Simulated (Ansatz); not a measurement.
# Si: the cost of one run

Method: DFT LDA, scalar-relativistic, plane waves, PAW, in Ansatz 0.2.0.

2 further runs of the same task are left out: 2 set aside as unsound or not needed.

## Step 1: The starting structure

Symmetry: Fmmm, No. 69, orthorhombic system. The conventional cell has a = 4.864 Å, b = 5.295 Å, c = 9.177 Å, α = 90.00°, β = 90.00°, γ = 90.00°. Around Si (site symmetry m2m) lie 8 Si at 2.43 to 2.86 Å. Si (site symmetry mm2) is surrounded by 8 Si at 2.47 to 2.80 Å.

Coordinates:

```cif
data_structure
_symmetry_space_group_name_H-M 'Fmmm'
_symmetry_Int_Tables_number 69
_cell_length_a 4.8640
_cell_length_b 5.2947
_cell_length_c 9.1772
_cell_angle_alpha 90.000
_cell_angle_beta 90.000
_cell_angle_gamma 90.000
_cell_volume 236.34
loop_
_atom_site_label
_atom_site_type_symbol
_atom_site_symmetry_multiplicity
_atom_site_Wyckoff_symbol
_atom_site_fract_x
_atom_site_fract_y
_atom_site_fract_z
_atom_site_occupancy
Si1 Si 8 h 0.50000 0.22972 0.00000 1
Si2 Si 8 i 0.00000 0.00000 0.77443 1
```

It goes back to an entry of the Materials Project, which need not be the stable form.

It is built from the cell relaxed beforehand with the same method (14.77 Å³/atom).

## Step 2: The reference: the undisturbed cell on the scan's mesh

File input.yaml:

```yaml
crystal:
  lattice:
    - [2.4320087326, -2.6473542549, 0.0]
    - [-2.4320087326, 0.0, -4.5885893283]
    - [4.8640174651, 5.2947085098, 0.0]
  atoms:
    - { symbol: Si, position: [0.2702830718, 0.0, 0.3648584641] }
    - { symbol: Si, position: [0.2702830718, 0.0, 0.8648584641] }
    - { symbol: Si, position: [0.7297169282, 0.0, 0.1351415359] }
    - { symbol: Si, position: [0.7297169282, 0.0, 0.6351415359] }
    - { symbol: Si, position: [0.2255748048, 0.4511496095, 0.1127874024] }
    - { symbol: Si, position: [0.2255748048, 0.4511496095, 0.6127874024] }
    - { symbol: Si, position: [0.7744251952, 0.5488503905, 0.3872125976] }
    - { symbol: Si, position: [0.7744251952, 0.5488503905, 0.8872125976] }
basis:
  ecutwfc: 420
kpoints:
  mp_grid: { grid: [10, 8, 6] }
hamiltonian:
  xc: lda
scf:
  occupations: { method: gaussian, width: 0.15 }
output:
  forces: true
  stress: true
  eigenvalues: true
```

Started as:

```sh
$ ansatz run input.yaml --threads 2 --pin off --max-ram 5120MiB --backend cpu --events-out ev --progress --plain --runs-dir out
```

What time and memory should one allow on 2 threads of Oxide Virtual Turin-like (Zen 5), shared host?

About 15 s, with a peak of 0.78 GiB.
